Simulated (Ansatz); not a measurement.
# WO₂F₂ (SMILES [O]=[W](=[O])([F])[F]): a rigid scan of the angle F5–W2–O1

One table from this session's results is given with a row withheld; the runs are named, their logs left out.

Computed with Ansatz 0.2.0, Gaussian basis. Level: single points in def2-TZVPP.

Levels: PBE-D4, r2SCAN-D4, PBE0-D4, B3LYP-D4, wB97M-V, Hartree-Fock, MP2, CCSD, CCSD(T). The scan takes 91.1, 95.6, 100.1, 104.6, 109.1, 113.6, 118.1, 122.6, 127.1°.

Cores are frozen in the correlated methods. Core potentials replace the inner electrons past krypton, and spin-orbit coupling is left out. B3LYP uses VWN-RPA correlation.

19 further runs of the same task are left out: 19 set aside as unsound or not needed.

**Where the work starts**

The minimum, relaxed at PBE0-D4: SMILES `[O]=[W](=[O])([F])[F]`, 5 atoms, charge 0, spin multiplicity 1.

Atoms are counted from 1 here; the program's logs count them from 0.

Bond lengths: O1–W2 1.693 Å, W2–O3 1.693 Å, W2–F4 1.849 Å, W2–F5 1.849 Å. Angles: O1–W2–O3 106.7°, O1–W2–F4 109.1°, O1–W2–F5 109.1°, O3–W2–F4 109.1°, O3–W2–F5 109.1°, F4–W2–F5 113.4°.

As a file:

```
O    -0.73727   -0.52248    1.42474
W     0.01086   -0.01622   -0.00671
O     1.51859   -0.78318   -0.06638
F    -1.00656   -0.56646   -1.44972
F     0.26427    1.81463    0.05657
```

Energies of the minimum (eV), from earlier single points: PBE-D4 -11356.75116, r2SCAN-D4 -11361.42822, PBE0-D4 -11354.25523, B3LYP-D4 -11364.81483, wB97M-V -11359.09543, CCSD(T) -11342.17090.

At the minimum the angle F5–W2–O1 is 109.1°.

Set-up of the first run:

ccsdt-tzvpp/in.yaml

```yaml
crystal:
  periodic: [false, false, false]
  atoms:
    - {symbol: O, position_ang: [-0.737266, -0.522476, 1.424744]}
    - {symbol: W, position_ang: [0.010863, -0.016216, -0.006706]}
    - {symbol: O, position_ang: [1.518594, -0.783177, -0.066382]}
    - {symbol: F, position_ang: [-1.006562, -0.566459, -1.449723]}
    - {symbol: F, position_ang: [0.011237, 1.740074, 0.572653]}
basis:
  gaussian: {orbitals: def2-TZVPP}
correlation: {method: ccsd_t}
```

No record of the launch command was kept for these runs.

Steps of the session up to this table: F5–W2–O1 = 91.1°; F5–W2–O1 = 95.6°; F5–W2–O1 = 100.1°; F5–W2–O1 = 104.6°; F5–W2–O1 = 109.1°; F5–W2–O1 = 113.6°; F5–W2–O1 = 118.1°; F5–W2–O1 = 122.6°; F5–W2–O1 = 127.1°.

One of the session's tables, all rows but one given; the rest of the session is left out.

Energies less that of the minimum at the same level (kcal/mol):

| angle (°) | PBE-D4 | PBE0-D4 | B3LYP-D4 | wB97M-V | Hartree-Fock |
| --- | --- | --- | --- | --- | --- |
| 91.1 | 7.6 | 8.1 | 8.2 | 8.5 | 10.2 |
| 95.6 | ? | ? | ? | ? | ? |
| 100.1 | 1.7 | 1.9 | 1.9 | 2.1 | 2.7 |
| 104.6 | 0.4 | 0.5 | 0.5 | 0.6 | 0.8 |
| 109.1 | 0.0 | 0.0 | 0.0 | 0.0 | 0.0 |
| 109.1 (minimum) | 0.0 | 0.0 | 0.0 | 0.0 | 0.0 |
| 113.6 | 0.5 | 0.4 | 0.4 | 0.4 | 0.2 |
| 118.1 | 1.8 | 1.7 | 1.7 | 1.6 | 1.5 |
| 122.6 | 3.9 | 3.9 | 3.9 | 3.7 | 3.6 |
| 127.1 | 6.8 | 6.8 | 6.8 | 6.6 | 6.7 |

**Question.** Estimate the row for angle (°) = 95.6.

Worked estimate for «PBE-D4». A straight line through the neighbours (91.1, 7.6) and (100.1, 1.7) gives 7.6 + (1.7 − 7.6) × (95.6 − 91.1) / (100.1 − 91.1) = 4.7; a parabola fitted to 3 rows on both sides gives 4.1.

**Answer.** PBE-D4: 4.1; PBE0-D4: 4.4; B3LYP-D4: 4.5; wB97M-V: 4.7; Hartree-Fock: 5.8. In «PBE-D4» the line misses by +0.6 and the parabola by 0.0.

Limits of these values: A polynomial through the near points puts the CCSD(T) minimum 0.2° below the PBE0-D4 value.
